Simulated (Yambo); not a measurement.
# Al (Fm-3m) in Yambo: settings compared, part 2 of 2

Yambo 5.3.0. Earlier steps stand in the parts before.

## (5) Optical spectrum, PBE

The input, optics1.in:

```
optics
chi
Chimod= "HARTREE"
% BndsRnXd
 1 | 27 |
%
NGsBlkXd= 3 Ry
% LongDrXd
 1 | 0 | 0 |
%
% QpntsRXd
 1 | 1 |
%
% EnRngeXd
 0 | 30 | eV
%
% DmRngeXd
 0.1 | 0.1 | eV
%
ETStpsXd= 200
```

The input, scf.in:

```
&CONTROL
  calculation = 'scf'
  prefix = 'pwscf'
  outdir = './tmp'
  pseudo_dir = './pseudo'
/
&SYSTEM
  ibrav = 0
  nat = 1
  ntyp = 1
  ecutwfc = 40
  nbnd = 6
  occupations = 'smearing'
  smearing = 'fd'
  degauss = 0.00367493
  force_symmorphic = .true.
/
&ELECTRONS
  conv_thr = 2d-10
  electron_maxstep = 120
  mixing_beta = 0.5
/
ATOMIC_SPECIES
Al    26.9815 Al.upf
CELL_PARAMETERS angstrom
   0.0000000000    2.0248050000    2.0248050000
   2.0248050000    0.0000000000    2.0248050000
   2.0248050000    2.0248050000    0.0000000000
ATOMIC_POSITIONS crystal
Al     0.0000000000    0.0000000000    0.0000000000
K_POINTS automatic
24 24 24 0 0 0
```

The input, nscf.in:

```
&CONTROL
  calculation = 'nscf'
  prefix = 'pwscf'
  outdir = './tmp'
  pseudo_dir = './pseudo'
/
&SYSTEM
  ibrav = 0
  nat = 1
  ntyp = 1
  ecutwfc = 40
  nbnd = 32
  occupations = 'smearing'
  smearing = 'fd'
  degauss = 0.00367493
  force_symmorphic = .true.
/
&ELECTRONS
  conv_thr = 1d-08
  diago_full_acc = .true.
  diago_thr_init = 1d-06
/
ATOMIC_SPECIES
Al    26.9815 Al.upf
CELL_PARAMETERS angstrom
   0.0000000000    2.0248050000    2.0248050000
   2.0248050000    0.0000000000    2.0248050000
   2.0248050000    2.0248050000    0.0000000000
ATOMIC_POSITIONS crystal
Al     0.0000000000    0.0000000000    0.0000000000
K_POINTS automatic
24 24 24 0 0 0
```

Potentials or basis: PseudoDojo 0.4.1 SR PBE standard.

Started as:

```sh
$ OMP_NUM_THREADS=1 pw.x -in scf.in > scf.out
$ OMP_NUM_THREADS=1 pw.x -in nscf.in > nscf.out
$ cd tmp/pwscf.save; p2y; mv SAVE ../..; cd ../..
$ OMP_NUM_THREADS=1 yambo
$ OMP_NUM_THREADS=1 yambo -F optics1.in -J optics1 -C optics1_out
```

Yambo's report:

```text
[... sections 02.01 to 02.04 as in the set-up run ...]

  [02.05] Energies & Occupations
  ==============================

  [X] === General ===
  [X] Electronic Temperature                        :  0.258606E-1   300.100    [eV K]
  [X] Bosonic    Temperature                        :  0.258606E-1   300.100    [eV K]
  [X] Finite Temperature mode                       : yes
  [X] El. density                                   :  0.18069E+24 [cm-3]
  [X] Fermi Level                                   :  7.869382 [eV]

  [X] === Gaps and Widths ===
  [X] Conduction Band Min                           :  7.869382 [eV]
  [X] Valence Band Max                              :  7.869382 [eV]
  [X] Filled Bands                                  :  1
  [X] Metallic Bands                                :  2  3
  [X] Empty Bands                                   :    4   32

  [X] === Metallic Characters ===
  [X] N of el / N of met el                         :  3.000000  0.953977
  [X] Average metallic occ.                         :  0.119247

  [WARNING] [X] Metallic system

 [03] Transferred momenta grid and indexing
 ==========================================

 IBZ Q-points                                      :   413
 BZ  Q-points                                      :  13824

 K/Q-points units:
 rlu = crystal or reduced units; cc = cartesian coordinates; iku = interal k-units

 Q [  1]        [rlu]:  0.000000  0.000000  0.000000
 Q [  2]        [rlu]:  0.27806E-18  0.27806E-18  0.41667E-01
 Q [  3]        [rlu]:  0.20685E-17  0.20685E-17  0.83333E-01
 Q [  4]        [rlu]: -0.18791E-17 -0.18791E-17  0.12500
 Q [  5]        [rlu]:  0.71618E-17 -0.20594E-16  0.16667
 Q [  6]        [rlu]: -0.37247E-17 -0.37247E-17  0.20833
[... 42 lines left out ...]
 Q [ 49]        [rlu]:  0.14667E-17  0.83333E-01 -0.41667
 Q [ 50]        [rlu]: -0.34545E-18  0.83333E-01 -0.37500

 Remaining 363 points informations can be written running with -fatlog

 [WARNING] [Xd] User bands 1-27 break level degeneracy

 [04] Dipoles
 ============

  [04.01] Setup: observables and procedures
  =========================================

  [WF-Oscillators/G space/Transverse up loader] Normalization (few states)  min/max  :  0.32778E-16   1.0000

  [WR./optics1//ndb.dipoles]------------------------------------------------------
   Brillouin Zone Q/K grids (IBZ/BZ)                :    413  13824    413  13824
   RL vectors                                       :   749 [WF]
   Fragmentation                                    : yes
   Electronic Temperature                           :  300.1000 [K]
   Bosonic    Temperature                           :  300.1000 [K]
   DIP band range                                   :   1  27
   DIP band range limits                            :  3  2
   DIP e/h energy range                             : -1.000000 -1.000000 [eV]
   RL vectors in the sum                            :   749
   [r,Vnl] included                                 : yes
   Bands ordered                                    : yes
   Direct v evaluation                              : no
   Approach used                                    : G-space v
   Dipoles computed                                 : R V P [G-space]
   Wavefunctions                                    : Perdew, Burke & Ernzerhof(X)+Perdew, Burke & Ernzerhof(C)

  [WARNING] [r,Vnl^pseudo] included in position and velocity dipoles.

  [WARNING] In case H contains other non local terms, these are neglected

 [05] Optics
 ===========

 [X-CG] R(p) Tot o/o(of R):    14937   555178      100

 [WARNING] The system is a metal but Drude term not included.
```

o-optics1.eps_q1_inv_rpa_dyson:

```text
# Absorption @ Q(1):   1.00000000      0.00000000      0.00000000    [q->0 direction]
#
# [ X ] Hartree size                              :  27
# [GEN] GF Energies                               : Perdew, Burke & Ernzerhof(X)+Perdew, Burke & Ernzerhof(C)
# [GEN] Green`s Function                          : Retarded
#
# [GEN] Gauge                                     : Length
# [GEN] [r,Vnl] included                          : yes
#
#    E[1] [eV]          Im(eps)            Re(eps)            Im(eps_o)          Re(eps_o)
#
        0.000000           0.411568E-7        133.5194           0.34408E-15        136.0647
        0.150754           31.29272           142.8427           32.13103           145.6159
        0.301508           128.6411           125.1898           131.8845           126.6472
        0.452261           125.6591           49.34553           128.4738           48.64731
        0.603015           89.20536          -46.00344           88.08427          -46.37704
        0.753769           34.19960          -28.14413           34.14258          -27.44468
[... 192 lines left out ...]
        29.84925           0.009551           0.906321           0.007861           0.904995
        30.00000           0.009406           0.907841           0.007747           0.906395
#
```

Run time: 71 s. Hardware: 1 thread of Arm Neoverse V2, shared host; peak memory 0.83 GiB.

Results:

- Band gap on the k mesh, mean-field level: none (metal or under the smearing width)
- Peak of the energy-loss function: 9.3 eV

Dielectric function (along the field direction of the input):
```csv
energy (eV),real part,imaginary part
0.30,125.19,128.64
0.75,-28.14,34.20
1.21,11.56,20.26
1.81,-1.52,17.95
2.26,-22.39,12.67
2.71,-8.91,3.19
3.32,-9.30,6.77
3.77,-5.61,1.21
4.22,-2.62,1.00
4.82,-3.63,0.82
5.28,-2.09,0.40
5.73,-1.06,0.82
6.33,-1.39,0.28
6.78,-0.80,0.18
7.24,-0.64,0.64
7.84,-0.45,0.14
8.29,-0.18,0.15
8.74,-0.23,0.24
9.35,0.01,0.07
9.80,0.14,0.11
10.25,0.12,0.11
10.85,0.28,0.06
11.31,0.36,0.08
11.76,0.35,0.06
12.36,0.45,0.04
12.81,0.49,0.07
13.27,0.50,0.03
13.87,0.57,0.03
14.32,0.58,0.06
14.77,0.60,0.02
15.38,0.65,0.03
15.83,0.65,0.03
16.28,0.69,0.02
16.88,0.70,0.04
17.34,0.71,0.02
17.79,0.73,0.01
18.39,0.75,0.02
18.84,0.76,0.02
19.30,0.78,0.02
19.90,0.78,0.02
```

Energy-loss function:
| energy (eV) | loss |
| --- | --- |
| 0.0 | 0.000 |
| 1.4 | 0.021 |
| 2.6 | 0.022 |
| 3.9 | 0.044 |
| 5.3 | 0.089 |
| 6.5 | 0.152 |
| 7.8 | 0.610 |
| 9.2 | 8.136 |
| 10.4 | 2.212 |
| 11.8 | 0.451 |
| 13.1 | 0.190 |
| 14.3 | 0.166 |
| 15.7 | 0.088 |
| 16.9 | 0.071 |
| 18.2 | 0.037 |
| 19.6 | 0.030 |
| 20.8 | 0.022 |
| 22.2 | 0.022 |
| 23.5 | 0.019 |
| 24.7 | 0.015 |
| 26.1 | 0.012 |
| 27.4 | 0.012 |
| 28.6 | 0.012 |
| 30.0 | 0.011 |

Caveat: the intraband (Drude) term of the metal is left out; these spectra lack excitons.

## (6) Overview

| task | level | potentials or basis | cell | k mesh | cutoff (eV) | k mesh of the self-consistent run | broadening | kernel | top of the energy range | energy points | gap on the mesh (eV) |
| --- | --- | --- | --- | --- | --- | --- | --- | --- | --- | --- | --- |
| energy-loss spectrum | PBEsol | PseudoDojo 0.4.1 SR PBEsol standard | volume scaled by 0.96 | 16 × 16 × 16 | 381 | 16 × 16 × 16 | 0.5 eV | adiabatic LDA | 40 eV | 200 | none |
| energy-loss spectrum | PBEsol | PseudoDojo 0.4.1 SR PBEsol standard | volume scaled by 0.96 | 16 × 16 × 16 | 381 | 16 × 16 × 16 | 0.5 eV | Hartree (RPA with local fields) | 40 eV | 200 | none |
| optical spectrum | PBE | PseudoDojo 0.4.1 SR PBE standard | as given | 24 × 24 × 24 | 544 | 24 × 24 × 24 | 0.3 eV | none (independent particles) | 30 eV | 300 | none |
| optical spectrum | PBE | PseudoDojo 0.4.1 SR PBE standard | as given | 24 × 24 × 24 | 544 | 24 × 24 × 24 | 0.1 eV | Hartree (RPA with local fields) | 30 eV | 200 | none |

Alike in all rows: no spin polarisation; smearing fermi-dirac 0.05 eV.

Caveats: the intraband (Drude) term of the metal is left out (some runs); the LDA kernel is used on GGA states, which is inconsistent by a few percent (some runs); independent-particle spectra lack excitons (some runs); these spectra lack excitons (some runs).

Total energies depend on the potentials used, so only differences within one code and one set of settings carry meaning.
